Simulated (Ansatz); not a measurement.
**TaHO (singlet): from Hartree-Fock to the top rungs at distance Ta1–O2 = 1.934 Å, def2-SVP**

One table from this session's results is given with a row withheld; the runs are named, their logs left out.

Computed with Ansatz 0.2.0, Gaussian basis. Level: def2-SVP, core rule «outside noble gas», up to 5 orbitals frozen.

The runs, in order: UHF; CCSD(T) on RHF; CCSD(T) on UHF; CISD; CCSDT(Q) on RHF; CCSDT(Q) on UHF; CASSCF and MRCISD+Q, 2 electrons in 2 orbitals; CASSCF and NEVPT2, 2 electrons in 2 orbitals.

32 further runs of the same task are left out: 10 for a known fault of the program, 3 for a mislabelled method, 14 that didn't finish, 5 set aside as unsound or not needed.

### What is computed

The geometry derives from a PBE0/def2-TZVP stationary point (not a proven minimum). One bond is set to the value named and the two fragments are kept rigid. No spin-orbit coupling is included. Elements past krypton take def2 core potentials.

3 atoms, charge 0, spin multiplicity 1.

Atoms are counted from 1 here; the program's logs count them from 0.

Bond lengths: Ta1–O2 1.934 Å, O2–H3 0.954 Å. Angles: Ta1–O2–H3 180.0°.

Coordinates:

```xyz
3
charge 0, multiplicity 1
Ta    0.0000    0.0000    1.6072
O     0.0000    0.0000   -0.3268
H     0.0000    0.0000   -1.2804
```

Set-up of the first run:

Input file in.yaml:

```yaml
crystal:
  periodic: [false, false, false]
  atoms:
    - {symbol: Ta, position_ang: [0.000000, 0.000000, 1.607200]}
    - {symbol: O, position_ang: [0.000000, 0.000000, -0.326800]}
    - {symbol: H, position_ang: [0.000000, 0.000000, -1.280400]}
basis:
  gaussian: {orbitals: def2-SVP}
magnetization: {spin_polarized: true, initial_magnetization: 0}
hamiltonian: {xc: hf}
output: {orbitals: {seedname: orbitals}}
```

Run with:

```
$ ansatz run in.yaml --threads 1 --pin off --events-out ev --progress --plain --max-ram 2393MiB
```

Among the steps run: UHF; CCSD(T) on RHF; CCSD(T) on UHF; CISD; CCSDT(Q) on RHF; CCSDT(Q) on UHF; CASSCF and MRCISD+Q, 2 electrons in 2 orbitals; CASSCF and NEVPT2, 2 electrons in 2 orbitals.

One table of the session follows, with a row left open; its other results are not shown here.

It belongs to the step «Misses and costs». 

| method | from RCCSDT(Q) (meV) |
| --- | --- |
| RHF | +8457.4 |
| RMP2 | +907.9 |
| UMP2 | +397.3 |
| RCCSD | +397.8 |
| UCCSD | -232.3 |
| RCCSD(T) | ? |
| UCCSD(T) | -611.5 |
| RCCSDT | +41.8 |
| UCCSDT | -748.8 |
| RCCSDT(Q) | 0 |
| UCCSDT(Q) | -790.2 |

**Question.** Estimate the row for RCCSD(T).

As computed: from RCCSDT(Q) (meV): +89.0. In the column «from RCCSDT(Q) (meV)» it lies between RCCSDT (+41.8) and UMP2 (+397.3).

Not comparable, so not listed: CISD (they don't share determinant, frozen orbitals or solution with the rows shown, or repeat one).

Left out of the table: CASSCF pair, NEVPT2 pair, MRCISD pair, MRCISD+Q pair (the active space lost an orbital or holds another state than full CI finds).

Caveats from the session: The determinant is far from a pure spin state, so its energy mixes those of several spin states (harmless only where they are near-degenerate, as at dissociation). Left out of the table: UHF (another determinant or state than the rows shown). The program flags UCCSD(T), UCCSDT(Q) as in doubt, so those rows may rest on another solution; read them beside their warnings. Warnings: restricted reference is unstable; spin contamination; coupled cluster took another determinant than the lowest; large T1 diagnostic. Restricted and unrestricted rows rest on different reference determinants; where their highest levels disagree by more than a few hundredths of an eV, they describe different states and don't form one ladder. Warnings in the runs' records: passed over end.
